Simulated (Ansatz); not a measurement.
# ClCuF3P: the cost of one run

Program: Ansatz 0.2.0, Gaussian basis. Level of theory: the settings change from run to run. These are calculated values, not measurements.

### 1 The relaxed structure

The geometry comes from an earlier relaxation with PBE0-D4 in a triple-zeta def2 set; it is a stationary point.

SMILES `F[P+](F)(F)[Cu-][Cl]`, 6 atoms, charge 0, spin multiplicity 1.

Atoms are counted from 1 here; the program's logs count them from 0.

Bond lengths: F1–P2 1.546 Å, P2–F3 1.546 Å, P2–F4 1.546 Å, P2–Cu5 2.125 Å, Cu5–Cl6 2.079 Å. Angles: F1–P2–F3 99.8°, F1–P2–F4 99.8°, F1–P2–Cu5 118.0°, F3–P2–F4 99.8°, F3–P2–Cu5 117.9°, F4–P2–Cu5 118.1°, P2–Cu5–Cl6 179.7°.

### 2 wB97M-V/6-31G*

Options: charge +1, multiplicity 2, atoms shaken by 0.15 Å.

File in.yaml:

```yaml
crystal:
  periodic: [false, false, false]
  atoms:
    - {symbol: F, position_ang: [0.695225, -0.777502, 1.840513]}
    - {symbol: P, position_ang: [0.419297, -0.296356, 0.243457]}
    - {symbol: F, position_ang: [-0.108324, -1.755734, -0.327058]}
    - {symbol: F, position_ang: [2.170240, -0.466075, -0.028785]}
    - {symbol: Cu, position_ang: [-0.647358, 1.274155, -0.054006]}
    - {symbol: Cl, position_ang: [-2.055529, 2.505229, -0.901286]}
basis:
  gaussian: {orbitals: "6-31G*"}
total_charge: 1
magnetization: {spin_polarized: true, initial_magnetization: 1}
hamiltonian: {xc: {name: wB97M-V}}
```

On the command line:

```console
$ ansatz run in.yaml --threads 4 --pin off --events-out ev --progress --plain --max-ram 10444MiB
```

Q: Estimate wall time and peak memory on 4 threads of Arm Neoverse V2, shared host.

About 41 s, with a peak of 0.78 GiB.
